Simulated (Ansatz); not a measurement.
**CH₃Cl₃Hf: how energies converge with the basis set**

One table from this session's results is given with a row withheld; the runs are named, their logs left out.

Computed with Ansatz 0.2.0, Gaussian basis. Level: one geometry, several basis sets.

Levels to be run: PBE0-D4/def2-SVP; ωB97M-V/def2-SVP; PBE0-D4/def2-QZVPP; ωB97M-V/def2-QZVPP; the functionals' def2-TZVPP values are taken from earlier runs.

### The geometry

An earlier PBE0-D4 in a triple-zeta def2 set relaxation fixed the geometry. Hf takes the def2 core potential; no spin-orbit term is included.

SMILES `[CH3][Hf]([Cl])([Cl])[Cl]`, 8 atoms, charge 0, spin multiplicity 1.

Atoms are counted from 1 here; the program's logs count them from 0.

Bond lengths: C1–Hf2 2.177 Å, C1–H6 1.096 Å, C1–H7 1.096 Å, C1–H8 1.096 Å, Hf2–Cl3 2.330 Å, Hf2–Cl4 2.330 Å, Hf2–Cl5 2.330 Å. Angles: Hf2–C1–H6 110.9°, Hf2–C1–H7 110.9°, Hf2–C1–H8 110.9°, H6–C1–H7 108.0°, H6–C1–H8 108.0°, H7–C1–H8 108.0°, C1–Hf2–Cl3 105.5°, C1–Hf2–Cl4 105.4°, C1–Hf2–Cl5 105.4°, Cl3–Hf2–Cl4 113.2°, Cl3–Hf2–Cl5 113.2°, Cl4–Hf2–Cl5 113.2°.

The first run:

The input, in.yaml:

```yaml
crystal:
  periodic: [false, false, false]
  atoms:
    - {symbol: C, position_ang: [-0.915963, -0.146863, 0.720537]}
    - {symbol: Hf, position_ang: [0.781961, 0.125185, -0.614946]}
    - {symbol: Cl, position_ang: [2.517343, -1.112750, 0.325627]}
    - {symbol: Cl, position_ang: [0.083931, -0.696432, -2.680486]}
    - {symbol: Cl, position_ang: [1.196089, 2.417964, -0.632690]}
    - {symbol: H, position_ang: [-0.682616, 0.214734, 1.728625]}
    - {symbol: H, position_ang: [-1.189257, -1.205668, 0.795622]}
    - {symbol: H, position_ang: [-1.791478, 0.403819, 0.357711]}
basis:
  gaussian: {orbitals: def2-SVP}
hamiltonian: {xc: pbe0, dispersion: d4}
output: {orbitals: {seedname: orbitals}}
```

Launch:

```
> ansatz run in.yaml --threads 4 --pin off --events-out ev --progress --plain --max-ram 10444MiB
```

Among the steps run: PBE0-D4 in def2-SVP; ωB97M-V in def2-SVP; PBE0-D4 in def2-QZVPP; ωB97M-V in def2-QZVPP.

One table of the session follows, with a row left open; its other results are not shown here.

| functional | basis | HOMO (eV) | LUMO (eV) |
| --- | --- | --- | --- |
| PBE0-D4 | def2-SVP | -8.66 | -1.75 |
| PBE0-D4 | def2-TZVPP | -8.60 | -1.72 |
| PBE0-D4 | def2-QZVPP | -8.61 | -1.76 |
| ωB97M-V | def2-SVP | ? | ? |
| ωB97M-V | def2-TZVPP | -10.89 | 0.41 |
| ωB97M-V | def2-QZVPP | -10.90 | 0.35 |

**Question.** Estimate the row for ωB97M-V, def2-SVP.

As computed: HOMO (eV): -10.91; LUMO (eV): 0.41. In the column «HOMO (eV)» it is the lowest.
